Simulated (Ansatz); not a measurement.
# Al12Ga: the cost of one run

All numbers below are computed with Ansatz 0.2.0 (DFT LDA, plane waves, PAW, scalar-relativistic, no spin polarisation).

**1. The structure to begin with**

The cell holds 13 atoms (Al12Ga): a = 5.728 Å, b = 5.728 Å, c = 17.677 Å, α = 90.00°, β = 90.00°, γ = 60.00°.

As a file:

```
Al Ga
1.0
     5.72757    0.00000    0.00000
     2.86378    4.96022    0.00000
     0.00000    0.00000   17.67654
Al Ga
12 1
Direct
  0.16667 0.16667 0.05657
  0.66667 0.16667 0.05657
  0.16667 0.66667 0.05657
  0.66667 0.66667 0.05657
  0.83333 0.33333 0.18885
  0.33333 0.33333 0.18885
  0.83333 0.83333 0.18885
  0.33333 0.83333 0.18885
  0.00000 0.00000 0.32113
  0.50000 0.00000 0.32113
  0.00000 0.50000 0.32113
  0.50000 0.50000 0.32113
  0.50666 0.51257 0.46143
```

**2. Relaxing the start**

input.yaml

```yaml
accuracy: low
crystal:
  lattice:
    - [5.727565, 0.0, 0.0]
    - [2.863782, 4.960217, 0.0]
    - [0.0, 0.0, 17.676537]
  atoms:
    - { symbol: Al, position: [0.1666667, 0.1666667, 0.0565722] }
    - { symbol: Al, position: [0.6666667, 0.1666667, 0.0565722] }
    - { symbol: Al, position: [0.1666667, 0.6666667, 0.0565722] }
    - { symbol: Al, position: [0.6666667, 0.6666667, 0.0565722] }
    - { symbol: Al, position: [-0.1666667, 0.3333333, 0.1888531] }
    - { symbol: Al, position: [0.3333333, 0.3333333, 0.1888531] }
    - { symbol: Al, position: [-0.1666667, 0.8333333, 0.1888531] }
    - { symbol: Al, position: [0.3333333, 0.8333333, 0.1888531] }
    - { symbol: Al, position: [0.0, 0.0, 0.321134] }
    - { symbol: Al, position: [0.5, 0.0, 0.321134] }
    - { symbol: Al, position: [0.0, 0.5, 0.321134] }
    - { symbol: Al, position: [0.5, 0.5, 0.321134] }
    - { symbol: Ga, position: [0.5066559, 0.5125691, 0.461433] }
basis:
  ecutwfc: 420.0
kpoints:
  mp_grid: { grid: [3, 3, 1] }
hamiltonian:
  xc: lda
  pseudopotentials: { kind: paw, azcp: { folder: soft_1 } }
scf:
  occupations: { method: fermi_dirac, width: 0.05 }
  lower_state_search: "off"
relax:
  f_tol: 0.08
  max_steps: 25
  adjacent_minimum: "off"
  constraints: [{ sites: [0, 1, 2, 3] }]
output:
  write_density: true
  write_potential: true
  elf: true
  volumetric_format: npy
```

On the command line:

```console
> ansatz run input.yaml --threads 1 --pin off --max-ram 3072MiB --backend cpu --events-out ev --progress --plain --runs-dir out
```

Q: Estimate wall time and peak memory on 1 thread of Arm Neoverse V2, shared host.

About 86 s, with a peak of 0.5 GiB.
